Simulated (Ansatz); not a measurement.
# CH8AlClSi2: up Jacob's ladder to CCSD(T)

One table from this session's results is given with a row withheld; the runs are named, their logs left out.

The runs use Ansatz 0.2.0, Gaussian basis; functionals in def2-TZVPP, the program's frozen cores in correlated methods.

The runs, in order: PBE-D4, r2SCAN-D4, PBE0-D4, B3LYP-D4, ωB97X-V, ωB97M-V, B2PLYP; CCSD(T)/def2-TZVPP; MP2/def2-QZVPP; extrapolation to the limit.

### Structure used throughout

An earlier PBE0-D4 in a triple-zeta def2 set relaxation fixed the geometry.

13 atoms, charge 0, spin multiplicity 1.

Atoms are counted from 1 here; the program's logs count them from 0.

Bond lengths: Si1–Al2 2.449 Å, Si1–H6 1.493 Å, Si1–H7 1.492 Å, Si1–H8 1.491 Å, Al2–Si3 2.449 Å, Al2–C4 1.969 Å, Al2–Cl5 2.445 Å, Si3–H9 1.493 Å, Si3–H10 1.492 Å, Si3–H11 1.491 Å, C4–Cl5 1.850 Å, C4–H12 1.087 Å, C4–H13 1.087 Å. Angles: Al2–Si1–H6 111.1°, Al2–Si1–H7 111.7°, Al2–Si1–H8 112.1°, H6–Si1–H7 107.1°, H6–Si1–H8 106.9°, H7–Si1–H8 107.6°, Si1–Al2–Si3 126.8°, Si1–Al2–C4 116.6°, Si1–Al2–Cl5 108.0°, Si3–Al2–C4 116.6°, Si3–Al2–Cl5 107.9°, C4–Al2–Cl5 48.1°, Al2–Si3–H9 111.1°, Al2–Si3–H10 111.8°, Al2–Si3–H11 112.1°, H9–Si3–H10 107.1°, H9–Si3–H11 106.9°, H10–Si3–H11 107.6° and more.

The first run:

The input, in.yaml:

```yaml
crystal:
  periodic: [false, false, false]
  atoms:
    - {symbol: Si, position_ang: [-2.306277, -0.063001, -0.655779]}
    - {symbol: Al, position_ang: [0.023935, 0.121632, 0.075023]}
    - {symbol: Si, position_ang: [1.437577, -1.681228, 0.940966]}
    - {symbol: C, position_ang: [0.829748, 1.917213, 0.004014]}
    - {symbol: Cl, position_ang: [1.273149, 1.282966, -1.676329]}
    - {symbol: H, position_ang: [-3.218304, -0.285715, 0.504966]}
    - {symbol: H, position_ang: [-2.768459, 1.175682, -1.346942]}
    - {symbol: H, position_ang: [-2.511893, -1.204723, -1.592291]}
    - {symbol: H, position_ang: [0.991152, -2.110356, 2.299371]}
    - {symbol: H, position_ang: [2.863055, -1.257492, 1.059927]}
    - {symbol: H, position_ang: [1.398684, -2.891363, 0.070920]}
    - {symbol: H, position_ang: [1.772295, 2.149200, 0.493371]}
    - {symbol: H, position_ang: [0.235841, 2.812385, -0.162416]}
basis:
  gaussian: {orbitals: def2-TZVPP}
hamiltonian: {xc: pbe, dispersion: d4}
output: {forces: true, orbitals: {seedname: orbitals}}
```

The run is started by

```sh
> ansatz run in.yaml --threads 4 --pin off --events-out ev --progress --plain --max-ram 10444MiB
```

Among the steps run: PBE-D4 (GGA); r2SCAN-D4 (meta-GGA); PBE0-D4 (hybrid); B3LYP-D4 (hybrid); ωB97X-V (range-separated); ωB97M-V (range-separated); B2PLYP (double hybrid); CCSD(T) in def2-TZVPP; MP2 in def2-QZVPP.

One of the session's tables, all rows but one given; the rest of the session is left out.

| method | atomisation energy (kJ/mol) |
| --- | --- |
| PBE-D4 | 3865.4 |
| r2SCAN-D4 | 3883.6 |
| PBE0-D4 | 3848.5 |
| B3LYP-D4 | 3853.3 |
| ωB97X-V | 3900.7 |
| ωB97M-V | ? |
| B2PLYP | 3798.2 |
| HF/def2-TZVPP | 2910.3 |
| MP2/def2-TZVPP | 3762.8 |
| CCSD/def2-TZVPP | 3728.5 |
| CCSD(T)/def2-TZVPP | 3774.9 |
| MP2/CBS | 3861.7 |
| CCSD(T)/CBS | 3873.8 |

Estimate the missing values for ωB97M-V.

The run gave: atomisation energy (kJ/mol): 3869.7. In the column «atomisation energy (kJ/mol)» it lies between PBE-D4 (3865.4) and CCSD(T)/CBS (3873.8).

Caveats from the session: Free atoms (2 Si, 1 Al, 1 C, 1 Cl, 8 H) were run apart at each level; the atomisation energy is their sum less the molecule, without zero-point or spin-orbit terms.
